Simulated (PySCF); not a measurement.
# La3 (La3+): the cost of one run

Computed with PySCF 2.14.0. Level: PBE0, La def2-SVP with ECP46; scalar-relativistic core potentials, no spin–orbit coupling.

3 further runs of the same task are left out: 2 for a known fault of the program, 1 that didn't finish.

### 1 The starting structure

3 atoms, charge 1, spin multiplicity 3.

Bond lengths: La1–La2 3.273 Å, La1–La3 3.273 Å, La2–La3 3.273 Å. Angles: La2–La1–La3 60.0°, La1–La2–La3 60.0°, La1–La3–La2 60.0°.

Coordinates:

```xyz
3
charge 1, multiplicity 3
La    1.8899    0.0000    0.0000
La   -0.9449    1.6367    0.0000
La   -0.9449   -1.6366    0.0000
```

An earlier session relaxed this geometry at PBE0, La def2-SVP with ECP46 (triplet, point group D3h).

Its energy there is -94.406307 Eh.

### 2 Multiplicity 1 at the relaxed geometry

Input file run.py (the lines that set the calculation):

```python
mol = gto.M(atom='''
La     1.88985    -0.00001     0.00000
La    -0.94491     1.63666     0.00000
La    -0.94494    -1.63665     0.00000''',
    basis={'La': 'def2-SVP'},
    ecp={'La': 'def2-SVP'},
    charge=1, spin=0)
mf = dft.RKS(mol, xc='PBE0')
mf.grids.atom_grid = (50, 194)  # f atoms: unpruned, at least (60, 302)
mf = mf.density_fit()  # fitting sets: La def2-universal-JKFIT
mf.conv_tol = 1e-08; mf.max_cycle = 55
mf.kernel(dm0)  # dm0: free metal ions and neutral atoms
```

Command:

```
$ OMP_NUM_THREADS=2 python run.py
```

**Question.** How long does this run take on 2 threads of Arm Neoverse V1, shared host?

About 2.7 s.
